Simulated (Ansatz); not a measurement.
# Si(NH2)Cl3 (Cl₃H₂NSi): one molecule under many settings

How do the results and run time of Si(NH2)Cl3 (Cl₃H₂NSi) respond when the settings are drawn wide?

The runs use Ansatz 0.2.0, Gaussian basis; the settings change from run to run.

## 1. The relaxed structure

The geometry comes from an earlier relaxation with PBE-D4/def2-SVP; it is a stationary point, not always the lowest conformer.

7 atoms, charge 0, spin multiplicity 1.

Atoms are counted from 1 here; the program's logs count them from 0.

Bond lengths: Si1–N2 1.711 Å, Si1–Cl5 2.061 Å, Si1–Cl6 2.061 Å, Si1–Cl7 2.075 Å, N2–H3 1.023 Å, N2–H4 1.023 Å. Angles: N2–Si1–Cl5 107.9°, N2–Si1–Cl6 108.0°, N2–Si1–Cl7 115.8°, Cl5–Si1–Cl6 111.2°, Cl5–Si1–Cl7 107.0°, Cl6–Si1–Cl7 106.9°, Si1–N2–H3 119.3°, Si1–N2–H4 119.4°, H3–N2–H4 112.1°.

## 2. B2GP-PLYP/STO-3G

This run has unrestricted orbitals.

Contents of in.yaml:

```yaml
crystal:
  periodic: [false, false, false]
  atoms:
    - {symbol: Si, position_ang: [0.005738, 0.012951, -0.569232]}
    - {symbol: N, position_ang: [0.084544, 0.151173, 1.134097]}
    - {symbol: H, position_ang: [0.718648, -0.458086, 1.656335]}
    - {symbol: H, position_ang: [-0.767305, 0.360170, 1.660104]}
    - {symbol: Cl, position_ang: [1.935347, -0.021649, -1.292388]}
    - {symbol: Cl, position_ang: [-1.033314, 1.638696, -1.293554]}
    - {symbol: Cl, position_ang: [-0.943658, -1.683255, -1.295362]}
basis:
  gaussian: {orbitals: STO-3G}
magnetization: {spin_polarized: true, initial_magnetization: 0}
hamiltonian: {xc: {name: B2GP-PLYP}}
scf: {omitted_lower_state_checks: [starts]}
```

Started as:

```sh
> ansatz run in.yaml --threads 4 --pin off --events-out ev --progress --plain --max-ram 3916MiB
```

The log of the run:

```text
Functional definition: B2GP-PLYP
  name "B2GP-PLYP"
  cite "Karton, Tarnopolsky, Lamère, Schatz & Martin, J. Phys. Chem. A 112, 12868 (2008) doi:10.1021/jp801805p"
  cite "Becke, Phys. Rev. A 38, 3098 (1988) doi:10.1103/PhysRevA.38.3098"
  cite "Lee, Yang & Parr, Phys. Rev. B 37, 785 (1988) doi:10.1103/PhysRevB.37.785"
  parameter a = 0.65
  parameter c = 0.36
  exchange = (1 - a)*b88_x + a*exact_x
  correlation = (1 - c)*lyp_c + c*(mp2_os + mp2_ss)
these checks for a lower state are left out or cut short: starts
486 factors; integrals over basis functions are off by at most 1.8e-5 eV
mean field evaluation 1: about -46422.5326 eV, gradient 2.1e1 eV
mean field evaluation 2: about -46422.5616 eV, gradient 2.1e1 eV
mean field evaluation 4: about -46426.4757 eV, gradient 5.7e-1 eV
mean field evaluation 8: about -46426.4781 eV, gradient 3.8e-3 eV
mean field -46426.47805009 eV, -1706.1415993436 hartree, gradient 2.2e-6 eV, S^2 0.000000; 0 other end points of the search recorded, 0 dependent functions left out
21 core orbitals not correlated: weight in the atoms' cores, before any rotation towards them, 0.999 or more for the frozen orbitals, at most 0.000 for the correlated occupied ones
reference -46426.47814470 eV, -1706.1416028208 hartree; 16, 16 occupied and 6, 6 virtual orbitals, 486 factors
second order -3.07291063 eV of doubles, -0.00000000 eV of singles
Total energy: -46427.58439253 eV, -1706.1822566785 hartree
Checks for a lower state left out: starts
```

It took 1.9 s on 4 threads of Intel Xeon at 2.50GHz, shared host.

⟨S²⟩ 0.000.

## 3. wB97X-V/cc-pVDZ

Options: charge +1, multiplicity 2.

Edit in.yaml of step 2 so:

```diff
@@ -11,5 +11,7 @@
 basis:
-  gaussian: {orbitals: STO-3G}
-magnetization: {spin_polarized: true, initial_magnetization: 0}
-hamiltonian: {xc: {name: B2GP-PLYP}}
+  gaussian: {orbitals: cc-pVDZ}
+total_charge: 1
+magnetization: {spin_polarized: true, initial_magnetization: 1}
+hamiltonian: {xc: {name: wB97X-V}}
 scf: {omitted_lower_state_checks: [starts]}
+output: {forces: true}
```

Launched as before.

The log of the run (excerpt; [...] marks lines left out):

```text
Functional definition: wB97X-V
  name "wB97X-V"
  cite "Mardirossian & Head-Gordon, Phys. Chem. Chem. Phys. 16, 9904 (2014) doi:10.1039/C3CP54374A"
  cite "Becke, J. Chem. Phys. 107, 8554 (1997) doi:10.1063/1.475007"
  cite "Vydrov & Van Voorhis, J. Chem. Phys. 133, 244103 (2010) doi:10.1063/1.3521275"
[...]
      + integral(e_c_pw_opposite_spin*poly(b97_u_opposite, cos0, cos1)) + vv10(b, c)
[...]
990 factors; integrals over basis functions are off by at most 8.9e-4 eV
254 factors; integrals over basis functions are off by at most 4.1e-6 eV
[...]
mean field -46955.47616149 eV, -1725.5819213698 hartree, gradient 2.3e-5 eV, S^2 0.758632; 0 other end points of the search recorded, 0 dependent functions left out
[...]
reference -46955.47616008 eV, -1725.5819213182 hartree; 37, 36 occupied and 59, 60 virtual orbitals, 990 factors
Total energy: -46955.47616008 eV, -1725.5819213182 hartree
Atom 0 at     0.005738     0.012951    -0.569232 Å, force     0.263029     0.472050    -5.465044 eV/Å
Atom 1 at     0.084544     0.151173     1.134097 Å, force    -0.610629    -1.098655     1.905834 eV/Å
Atom 2 at     0.718648    -0.458086     1.656335 Å, force     0.593785     0.062281     0.500017 eV/Å
Atom 3 at    -0.767305     0.360170     1.660104 Å, force    -0.263001     0.534441     0.501046 eV/Å
Atom 4 at     1.935347    -0.021649    -1.292388 Å, force    -0.795567     0.053006     0.713837 eV/Å
Atom 5 at    -1.033314     1.638696    -1.293554 Å, force     0.461439    -0.648184     0.718594 eV/Å
Atom 6 at    -0.943658    -1.683255    -1.295362 Å, force     0.350944     0.625061     1.125717 eV/Å
Dipole moment:    -0.076252    -0.137570     1.512229 e Å
Checks for a lower state left out: starts
```

It took 18 s on 4 threads of Intel Xeon at 2.50GHz, shared host.

Largest force 5.492 eV/Å, ⟨S²⟩ 0.759.

## 4. RPA/cc-pVTZ-DK

Options: atoms shaken by 0.15 Å, correlated electrons set to all, the search for lower states set to off.

Contents of in.yaml:

```yaml
crystal:
  periodic: [false, false, false]
  atoms:
    - {symbol: Si, position_ang: [0.082457, 0.225474, -0.655375]}
    - {symbol: N, position_ang: [0.047876, -0.016504, 1.081008]}
    - {symbol: H, position_ang: [0.814304, -0.616769, 1.775832]}
    - {symbol: H, position_ang: [-0.851216, 0.511448, 1.647203]}
    - {symbol: Cl, position_ang: [1.991161, 0.063105, -1.214514]}
    - {symbol: Cl, position_ang: [-0.968858, 1.568151, -1.309220]}
    - {symbol: Cl, position_ang: [-1.039401, -1.723407, -1.335450]}
basis:
  gaussian: {orbitals: cc-pVTZ-DK}
hamiltonian: {xc: {name: HF}}
correlation: {method: rpa, electrons: all}
scf: {lower_state_search: off}
```

Launched as before.

The log of the run:

```text
Functional definition: HF
  name "HF"
  cite "Fock, Z. Phys. 61, 126 (1930) doi:10.1007/BF01340294"
  parent pbe
  exchange = exact_x
  correlation = 0
these checks for a lower state are left out or cut short: stability, starts, cluster_reference, orbital_swaps, neighbouring_geometries, increment
1146 factors; integrals over basis functions are off by at most 1.4e-3 eV
mean field evaluation 1: about -47020.7815 eV, gradient 3.4e1 eV
mean field evaluation 2: about -47021.0990 eV, gradient 3.5e1 eV
mean field evaluation 4: about -47023.9609 eV, gradient 2.8e0 eV
mean field evaluation 8: about -47024.0096 eV, gradient 3.1e-1 eV
mean field -47024.01005423 eV, -1728.1004954741 hartree, gradient 3.7e-6 eV, S^2 0.000000; 0 other end points of the search recorded, 0 dependent functions left out
reference -47024.01005423 eV, -1728.1004954741 hartree; 37, 37 occupied and 157, 157 virtual orbitals, 1146 factors
Total energy: -47058.23158046 eV, -1729.3581133670 hartree
Relativity: scalar
Checks for a lower state left out: stability, starts, cluster_reference, orbital_swaps, neighbouring_geometries, increment
```

It took 6 s on 4 threads of Intel Xeon at 2.50GHz, shared host.

## 5. HSE06/def2-TZVP

This run has coordinates scaled by 0.92, a grid of angular degree 47, D3(BJ) dispersion.

Contents of in.yaml:

```yaml
crystal:
  periodic: [false, false, false]
  atoms:
    - {symbol: Si, position_ang: [0.005279, 0.011915, -0.523694]}
    - {symbol: N, position_ang: [0.077780, 0.139079, 1.043369]}
    - {symbol: H, position_ang: [0.661156, -0.421439, 1.523829]}
    - {symbol: H, position_ang: [-0.705921, 0.331356, 1.527296]}
    - {symbol: Cl, position_ang: [1.780519, -0.019917, -1.188997]}
    - {symbol: Cl, position_ang: [-0.950648, 1.507600, -1.190070]}
    - {symbol: Cl, position_ang: [-0.868165, -1.548595, -1.191733]}
basis:
  gaussian: {orbitals: def2-TZVP, final_grid: {core_spheres: 20, valence_spheres: 16, degree: 47}}
hamiltonian: {xc: {name: HSE06}, dispersion: d3bj}
```

Launched as before.

The log of the run (excerpt; [...] marks lines left out):

```text
Functional definition: HSE06
  name "HSE06"
  cite "Heyd, Scuseria & Ernzerhof, J. Chem. Phys. 118, 8207 (2003) doi:10.1063/1.1564060"
  cite "Krukau, Vydrov, Izmaylov & Scuseria, J. Chem. Phys. 125, 224106 (2006) doi:10.1063/1.2404663"
  cite "Heyd & Scuseria, J. Chem. Phys. 120, 7274 (2004) doi:10.1063/1.1668634"
  cite "Ernzerhof & Perdew, J. Chem. Phys. 109, 3313 (1998) doi:10.1063/1.476928"
  cite "Perdew, Burke & Ernzerhof, Phys. Rev. Lett. 77, 3865 (1996) doi:10.1103/PhysRevLett.77.3865"
  parent pbe
[...]
  # The whole range is PBE's own exchange, as in plane waves. The composition of these papers is wPBEh.
[...]
1315 factors; their error is unknown
77 factors; integrals over basis functions are off by at most 3.1e-7 eV
[...]
mean field -46956.23001245 eV, -1725.6096248818 hartree, gradient 3.6e-5 eV, S^2 0.000000; 0 other end points of the search recorded, 0 dependent functions left out
reference -46956.23004595 eV, -1725.6096261129 hartree; 37, 37 occupied and 154, 154 virtual orbitals, 1315 factors
Total energy: -46956.42951276 eV, -1725.6169563827 hartree
```

It took 7.5 s on 4 threads of Intel Xeon at 2.50GHz, shared host.

## 6. All runs side by side

| level | charge | multiplicity | geometry | functions | energy (eV) | time |
| --- | --- | --- | --- | --- | --- | --- |
| B2GP-PLYP/STO-3G | 0 | 1 | relaxed | 43 | -46427.584 | 1.9 s |
| wB97X-V/cc-pVDZ | 1 | 2 | relaxed | 96 | -46955.476 | 18 s |
| RPA/cc-pVTZ-DK | 0 | 1 | shaken | 194 | -47058.232 | 6 s |
| HSE06/def2-TZVP | 0 | 1 | scaled | 191 | -46956.430 | 7.5 s |

## 7. Results

| quantity | value |
| --- | --- |
| runs | 4 |
| quickest | B2GP-PLYP/STO-3G, 1.9 s |
| slowest | wB97X-V/cc-pVDZ, 18 s |

What this shows: The runs differ in state or geometry as well as level, so their energies can't be set against each other. wB97X-V/cc-pVDZ took 9 times as long as B2GP-PLYP/STO-3G. The jobs differ in tasks and options as well as level.
